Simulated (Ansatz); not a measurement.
## Ag, space group P6_3/mmc: an equation of state with a fit, step by step

Program: Ansatz 0.2.0 through its Python package.

Typed at the interpreter:
```pycon
>>> import ansatz as az
>>> import numpy as np
>>> FILLING = "cold"
>>> CUTOFF = 550
>>> MESH = (11, 11, 6)
>>> VECTORS = np.array([
...     [2.93, 0.0, 0.0],
...     [-1.465, 2.53745443, 0.0],
...     [0.0, 0.0, 4.79],
... ])
>>> SITES = [
...     ("Ag", (1 / 3, 2 / 3, 0.25)),
...     ("Ag", (2 / 3, 1 / 3, 0.75)),
... ]
>>> def crystal_on(cell):
...     crystal = az.Crystal(lattice=az.Lattice.of(cell))
...     for symbol, position in SITES:
...         crystal = crystal.atom(symbol, position)
...     return crystal
...
>>> volumes, energies = [], []
>>> for scale in np.linspace(0.92, 1.08, 7):
...     cell = VECTORS * scale ** (1 / 3)
...     model = (
...         crystal_on(cell).calculation()
...         .functional(az.Functional.PBESOL)
...         .occupations(FILLING)
...         .basis(CUTOFF)
...         .kpoints(*MESH)
...     )
...     summary = model.run(threads=1, backend="cpu").report
...     volumes.append(abs(np.linalg.det(cell)) / len(SITES))
...     energies.append(summary["free_energy_ev"] / len(SITES))
...     print(f"V = {volumes[-1]:8.4f} A^3/atom  F = {energies[-1]:.5f} eV/atom")
...
V =  16.3817 A^3/atom  F = -7522.24007 eV/atom
V =  16.8565 A^3/atom  F = -7522.24107 eV/atom
V =  17.3314 A^3/atom  F = -7522.23283 eV/atom
V =  17.8062 A^3/atom  F = -7522.21694 eV/atom
V =  18.2810 A^3/atom  F = -7522.19476 eV/atom
V =  18.7559 A^3/atom  F = -7522.16743 eV/atom
V =  19.2307 A^3/atom  F = -7522.13591 eV/atom
>>> x = np.array(volumes) ** (-2 / 3)
>>> poly = np.polynomial.Polynomial.fit(x, energies, 3).convert()
>>> roots = poly.deriv().roots()
>>> x0 = min((r.real for r in roots if abs(r.imag) < 1e-9 and poly.deriv(2)(r.real) > 0), key=lambda r: abs(r - x.mean()))
>>> v0 = x0 ** -1.5
>>> b0 = 4 / 9 * poly.deriv(2)(x0) * v0 ** (-7 / 3) * 160.21766
>>> b1 = 4 + 2 / 3 * x0 * poly.deriv(3)(x0) / poly.deriv(2)(x0)
>>> print(f"V0 = {v0:.4f} A^3/atom, B0 = {b0:.1f} GPa, dB/dP = {b1:.2f}")
V0 = 16.6626 A^3/atom, B0 = 118.1 GPa, dB/dP = 5.68
```

A third-order Birch-Murnaghan fit through the 7 points has its minimum at 16.66 Å³ an atom, 6.4 % below the typed cell, with a bulk modulus of 118 GPa and dB/dP = 5.7. From that minimum the energy rises by 1.8 meV an atom on the compressed side and 106.0 meV on the expanded side. The window is off centre, so dB/dP is rough.

What to keep in mind:
- Total energies depend on the potentials; only differences at equal settings carry meaning.
- Shape and fractional positions are held along the curve, so the bulk modulus is an upper value where they are free to relax, by a factor of two or more in layered or hydrogen-bonded cells.
- For a metal this k-point mesh is coarse: on a finer one energies can move by several to tens of meV an atom and pressures by half a GPa or more, differences at one mesh by less.
- This isn't the structure that Ag takes at ambient conditions.
- Wall time of the script: 11 s on 1 thread of Intel(R) Xeon(R) Processor @ 2.30GHz, on a shared host, peak memory 0.53 GiB.
